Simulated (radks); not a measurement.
# Ionisation of La⁺: one atom, several choices of relativity

The task here is to estimate one member of a computed series from the others.

Method: Kohn-Sham, PBE, spin-unpolarised, spherical densities. Code: radks (a radial shooting solver on a logarithmic mesh, Libxc functionals) version 1.

## Starting point

- element: lanthanum (Z = 57)
- charge: +1
- electrons: 56
- configuration: [Xe] 5d2
- ion: La²⁺, [Xe] 5d1
- choices: non-relativistic; scalar-relativistic; Dirac, 2j+1 shares; Dirac, low j first; scalar-relativistic, finite nucleus; Dirac, 2j+1 shares, finite nucleus; Dirac, c × 100; Dirac, c × 5; Dirac, c × 0.75

The first run:

Settings of this run:

```text
Z 57
configuration [Xe] 5d2 6s0 4f0
relativity non-relativistic
functional pbe,pbe
spin unpolarised
nucleus point
```

Among the steps run: non-relativistic: La⁺.

One of the session's tables, all rows but one given; the rest of the session is left out.

It belongs to the step «non-relativistic: La⁺». From the orbitals of this run (lengths in bohr):

| level | <r> | outermost maximum (interpolated) | 90 % within | nodes |
| --- | --- | --- | --- | --- |
| 4s | 0.6840 | 0.636 | 0.981 | 3 |
| 4p | 0.7057 | 0.648 | 1.02 | 2 |
| 4d | 0.7635 | 0.670 | 1.15 | 1 |
| 5s | 1.633 | 1.47 | 2.34 | 4 |
| 5p | 1.839 | 1.62 | 2.68 | 3 |
| 4f | 1.096 | 0.720 | 1.88 | 0 |
| 5d | ? | ? | ? | ? |
| 6s | 4.377 | 3.86 | 6.33 | 5 |

Q: Estimate the row for 5d from the others.

The run gave: <r>: 2.814; outermost maximum (interpolated): 2.18; 90 % within: 4.39; nodes: 2. In the column «<r>» it lies between 5p (1.839) and 6s (4.377).

Caveats from the session: Spin polarisation and multiplet splitting of open shells are left out at every level.
